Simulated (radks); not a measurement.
**Valence configurations of Ca**

One table from this session's results is given with a row withheld; the runs are named, their logs left out.

The numbers are computed with radks (a radial shooting solver on a logarithmic mesh, Libxc functionals) version 1 (scalar-relativistic Kohn-Sham, PBEsol, spin-polarised, spherical densities, finite nucleus; open shells are filled with parallel spins first), except any that are marked as measured or tabulated.

### The atom as given

```
element            : calcium (Z = 20)
charge             : 0
electrons          : 20
configuration      : [Ar] 4s2
nuclear rms radius : 3.4776 fm
others tried       : 3d1 4s1; 4s1 4p1; 3d1 4p1; 4p2; 3d2; 4s1.5 4p0.5; 3d0.5 4s1.5; 3d0.5 4s1 4p0.5; 4s0.5 4p1.5
```

The outer shells:

Ca
```
[Ar] core
4s [↑↓]
```

Set-up of the first run:

Settings of this run:

```text
Z 20
configuration [Ar] 4s2
relativity scalar-relativistic
functional pbe_sol,pbe_sol
spin polarised
nucleus finite rms 3.4776 fm
c 137.035999084
```

Among the steps run: [Ar] 4s2.

One of the session's tables, all rows but one given; the rest of the session is left out.

It belongs to the step «[Ar] 4s2». Sizes of the orbitals, from the radial functions (bohr):

```
level      <r>  outermost maximum (interpolated)  90 % within  nodes
   1s  0.07691                            0.0503        0.137      0
   2s   0.3647                             0.300        0.568      1
   2p   0.3280                             0.247        0.541      0
   3s        ?                                 ?            ?      ?
   3p    1.272                              1.05         1.97      1
   4s    4.011                              3.39         6.00      3
```

Estimate the missing values for 3s.

The run gave: <r>: 1.157; outermost maximum (interpolated): 0.994; 90 % within: 1.74; nodes: 2. In the column «<r>» it lies between 2s (0.3647) and 3p (1.272).
